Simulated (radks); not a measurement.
# V⁺ in [Ne] 3s2 3p4 3d4 4d2: an all-electron calculation

The task here is to estimate one member of a computed series from the others.

Method: non-relativistic Kohn-Sham, TPSS, spin-polarised, spherical densities, point nucleus; open shells are filled with parallel spins first. Code: radks (a radial shooting solver on a logarithmic mesh, Libxc functionals) version 1.

## The system

| Property | Result |
| --- | --- |
| element | vanadium (Z = 23) |
| charge | +1 |
| electrons | 22 |
| configuration | [Ne] 3s2 3p4 3d4 4d2 |

Outer shells as boxes (Hund's rule):

V⁺
```
[Ne] core
3s [↑↓]
3p [↑↓][↑ ][↑ ]
3d [↑ ][↑ ][↑ ][↑ ][  ]
4d [↑ ][↑ ][  ][  ][  ]
```

The first run:

The run's settings:

```text
Z 23
configuration [Ne] 3s2 3p4 3d4 4d2
relativity non-relativistic
functional tpss,tpss
spin polarised
nucleus point
```

Command:

```
$ python run_ks.py task.json out
```

The same process makes all the runs of this session.

One table of the session follows, with a row left open; its other results are not shown here.

It belongs to the step «Shells». From the orbitals of this run (lengths in bohr):

| level | <r> | outermost maximum (interpolated) | 90 % within | nodes |
| --- | --- | --- | --- | --- |
| 1s up | 0.06699 | 0.0441 | 0.119 | 0 |
| 1s down | 0.06698 | 0.0441 | 0.119 | 0 |
| 2s up | 0.3105 | 0.257 | 0.482 | 1 |
| 2s down | 0.3098 | 0.257 | 0.480 | 1 |
| 2p up | 0.2749 | 0.209 | 0.451 | 0 |
| 2p down | 0.2742 | 0.208 | 0.450 | 0 |
| 3s up | 0.9382 | 0.820 | 1.40 | 2 |
| 3s down | ? | ? | ? | ? |
| 3p up | 0.9860 | 0.837 | 1.50 | 1 |
| 3p down | 1.005 | 0.840 | 1.54 | 1 |
| 3d up | 1.141 | 0.838 | 1.88 | 0 |
| 3d down | 1.238 | 0.858 | 2.09 | 0 |
| 4d up | 4.629 | 4.17 | 6.75 | 1 |

Estimate the missing values for 3s down.

**Answer.** <r>: 0.9484; outermost maximum (interpolated): 0.821; 90 % within: 1.42; nodes: 2. In the column «<r>» it lies between 3s up (0.9382) and 3p up (0.9860).
